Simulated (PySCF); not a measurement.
# CH9NSi3: the cost of one run

The runs use PySCF 2.14.0, with density-fitted response routines of our own; the level of theory stands in each step. All values are computed, except where a source is named. Atoms are numbered from 0 throughout.

## Step 1: Starting geometry

14 atoms, charge 0, multiplicity 1; geometry from: GFN2-xTB. The atoms were then displaced at random by about 0.01 Å, so the start is not that level's minimum.

Bonds of the start (Å): N0–C1 1.25, C1–Si2 1.89, Si2–Si3 2.31, Si2–Si4 2.34, N0–H5 1.01, C1–H6 1.10, Si2–H7 1.48, Si3–H8 1.50, Si3–H9 1.45, Si3–H10 1.46, Si4–H11 1.46, Si4–H12 1.45, Si4–H13 1.48.

## Step 2: Optimising the geometry at PBE0-D3(BJ)/def2-SVP

Job settings and geometry (Å):

```
{"job": {"xc": "PBE0", "basis": "def2-SVP", "d3": "d3bj", "grid": 1, "shake": 0.01, "kind": "geom"}, "charge": 0, "multiplicity": 1}
N     -1.820070    -1.074930     0.979420
C     -1.158280    -1.327750    -0.044600
Si     0.025950     0.004050    -0.686410
Si    -0.737140     2.060790     0.024450
Si     2.163440    -0.677980    -0.005740
H     -2.460130    -1.782140     1.319740
H     -1.187230    -2.302420    -0.549270
H     -0.021440    -0.150090    -2.154100
H     -2.226100     2.125450     0.182030
H     -0.395330     3.113590    -0.910260
H     -0.190930     2.441060     1.322060
H      2.366550    -2.124610     0.027490
H      3.181800    -0.120030    -0.879240
H      2.451770    -0.200070     1.366670
```

Command:

```
$ OMP_NUM_THREADS=1 python probes_run.py task.json out
```

One launch serves the whole session: the jobs run in the order shown.

**Question.** How long does this first job take on 1 thread of Arm Neoverse V2, shared host, and how much memory does it need?

About 80 s, with a peak of 0.5 GiB.
